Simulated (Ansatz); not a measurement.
# CH4FISi: small, medium and large basis sets

One table from this session's results is given with a row withheld; the runs are named, their logs left out.

Program: Ansatz 0.2.0, Gaussian basis. Level of theory: one geometry, several basis sets. These are calculated values, not measurements.

The runs, in order: PBE0-D4/def2-SVP; ωB97M-V/def2-SVP; PBE0-D4/def2-QZVPP; ωB97M-V/def2-QZVPP; the functionals' def2-TZVPP values are taken from earlier runs.

### The relaxed structure

An earlier PBE0-D4 in a triple-zeta def2 set relaxation fixed the geometry. I takes the def2 core potential; no spin-orbit term is included.

8 atoms, charge 0, spin multiplicity 1.

Atoms are counted from 1 here; the program's logs count them from 0.

Bond lengths: F1–C2 1.367 Å, C2–Si3 1.900 Å, C2–I4 2.160 Å, C2–H5 1.091 Å, Si3–H6 1.482 Å, Si3–H7 1.487 Å, Si3–H8 1.480 Å. Angles: F1–C2–Si3 111.7°, F1–C2–I4 109.6°, F1–C2–H5 108.5°, Si3–C2–I4 108.5°, Si3–C2–H5 114.5°, I4–C2–H5 103.8°, C2–Si3–H6 107.6°, C2–Si3–H7 108.5°, C2–Si3–H8 108.7°, H6–Si3–H7 110.2°, H6–Si3–H8 111.4°, H7–Si3–H8 110.4°.

Geometry (Å):

```tsv
atom	x (Å)	y (Å)	z (Å)
F1	0.17519	-0.46906	-1.88471
C2	-0.19350	0.33640	-0.84312
Si3	0.46380	-0.31596	0.81599
I4	-2.34818	0.43677	-0.73292
H5	0.10347	1.36032	-1.07605
H6	0.08214	0.66099	1.86326
H7	1.94423	-0.42148	0.72775
H8	-0.13504	-1.64508	1.07411
```

The first run:

in.yaml

```yaml
crystal:
  periodic: [false, false, false]
  atoms:
    - {symbol: F, position_ang: [0.175195, -0.469061, -1.884708]}
    - {symbol: C, position_ang: [-0.193503, 0.336401, -0.843120]}
    - {symbol: Si, position_ang: [0.463795, -0.315959, 0.815986]}
    - {symbol: I, position_ang: [-2.348180, 0.436770, -0.732924]}
    - {symbol: H, position_ang: [0.103467, 1.360317, -1.076049]}
    - {symbol: H, position_ang: [0.082141, 0.660991, 1.863256]}
    - {symbol: H, position_ang: [1.944229, -0.421478, 0.727754]}
    - {symbol: H, position_ang: [-0.135045, -1.645080, 1.074106]}
basis:
  gaussian: {orbitals: def2-SVP}
hamiltonian: {xc: pbe0, dispersion: d4}
output: {orbitals: {seedname: orbitals}}
```

On the command line:

```
> ansatz run in.yaml --threads 4 --pin off --events-out ev --progress --plain --max-ram 10444MiB
```

Steps of the session up to this table: PBE0-D4 in def2-SVP; ωB97M-V in def2-SVP; PBE0-D4 in def2-QZVPP; ωB97M-V in def2-QZVPP.

One table of the session follows, with a row left open; its other results are not shown here.

It belongs to the step «Functionals by basis». 

```
functional       basis  HOMO (eV)
   PBE0-D4    def2-SVP      -7.42
   PBE0-D4  def2-TZVPP      -7.49
   PBE0-D4  def2-QZVPP      -7.51
   ωB97M-V    def2-SVP      -9.55
   ωB97M-V  def2-TZVPP      -9.65
   ωB97M-V  def2-QZVPP          ?
```

**Question.** Estimate the row for ωB97M-V, def2-QZVPP.

As computed: HOMO (eV): -9.67. In the column «HOMO (eV)» it is the lowest.
